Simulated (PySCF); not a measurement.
# PbI4: other functionals and bases at one geometry

The task here is to estimate one member of a computed series from the others.

Method: several levels, as the steps say, no spin–orbit coupling; program: PySCF 2.14.0.

1 further run of the same task is left out (for a known fault of the program). Runs told in other sessions of the task aren't counted.

## Starting geometry

5 atoms, charge 0, spin multiplicity 1.

Bond lengths: Pb1–I2 2.775 Å, Pb1–I3 2.775 Å, Pb1–I4 2.775 Å, Pb1–I5 2.775 Å. Angles: I2–Pb1–I3 109.5°, I2–Pb1–I4 109.5°, I2–Pb1–I5 109.5°, I3–Pb1–I4 109.5°, I3–Pb1–I5 109.5°, I4–Pb1–I5 109.5°.

Geometry (Å):

```xyz
5
charge 0, multiplicity 1
Pb    0.0000    0.0000    0.0000
I     1.6019    1.6019    1.6019
I    -1.6019   -1.6019    1.6019
I     1.6019   -1.6019   -1.6019
I    -1.6019    1.6019   -1.6019
```

Formal oxidation states: Pb +4. An earlier session relaxed this geometry at PBE0, Pb def2-SVP with ECP60, I def2-SVP with ECP28 (singlet, point group Td).

At PBE0 on the finer grid: E = -1383.877796 Eh, HOMO -7.93 eV, LUMO -4.90 eV, Mulliken charge on Pb1 +0.47 e, largest force component 0.005 eV/Å. 

Levels to run: TPSS; CAM-B3LYP; PBE0, TZVP. Hardware: 4 threads of Intel Xeon at 2.50GHz (Skylake/Cascade Lake), shared host.

Set-up of the first run:

Contents of run.py (the lines that set the calculation):

```python
mol = gto.M(atom='''
Pb     0.00000     0.00000     0.00000
I      1.60190     1.60190     1.60190
I     -1.60190    -1.60190     1.60190
I      1.60190    -1.60190    -1.60190
I     -1.60190     1.60190    -1.60190''',
    basis={'Pb': 'def2-SVP', 'I': 'def2-SVP'},
    ecp={'Pb': 'def2-SVP', 'I': 'def2-SVP'},
    charge=0, spin=0)
mf = dft.RKS(mol, xc='TPSS')
mf.grids.atom_grid = (75, 302)
mf = mf.density_fit()  # fitting sets: Pb def2-universal-JKFIT, I def2-universal-JKFIT
mf.conv_tol = 1e-08; mf.max_cycle = 55
mf.kernel(dm0)  # dm0: the density of the relaxed state
```

On the command line:

```sh
$ OMP_NUM_THREADS=4 python run.py
```

Steps of the session up to this table: TPSS; CAM-B3LYP; PBE0, TZVP.

One of the session's tables, all rows but one given; the rest of the session is left out.

```
              level  HOMO (eV)  gap (eV)  largest force component (eV/Å)
PBE0 (relaxed here)      -7.93      3.04                            0.01
               TPSS      -6.88      1.50                            0.17
          CAM-B3LYP      -9.11      5.07                            0.01
         PBE0, TZVP          ?         ?                               ?
```

**Question.** Estimate the row for PBE0, TZVP.

As computed: HOMO (eV): -7.97; gap (eV): 3.14; largest force component (eV/Å): 0.11. In the column «HOMO (eV)» it lies between CAM-B3LYP (-9.11) and PBE0 (relaxed here) (-7.93).

In one basis the HOMO–LUMO gap runs from 1.50 eV (TPSS) to 5.07 eV (CAM-B3LYP). The largest leftover force, 0.17 eV/Å with TPSS, stands at a geometry relaxed at another level. Total energies of different levels can't be compared.
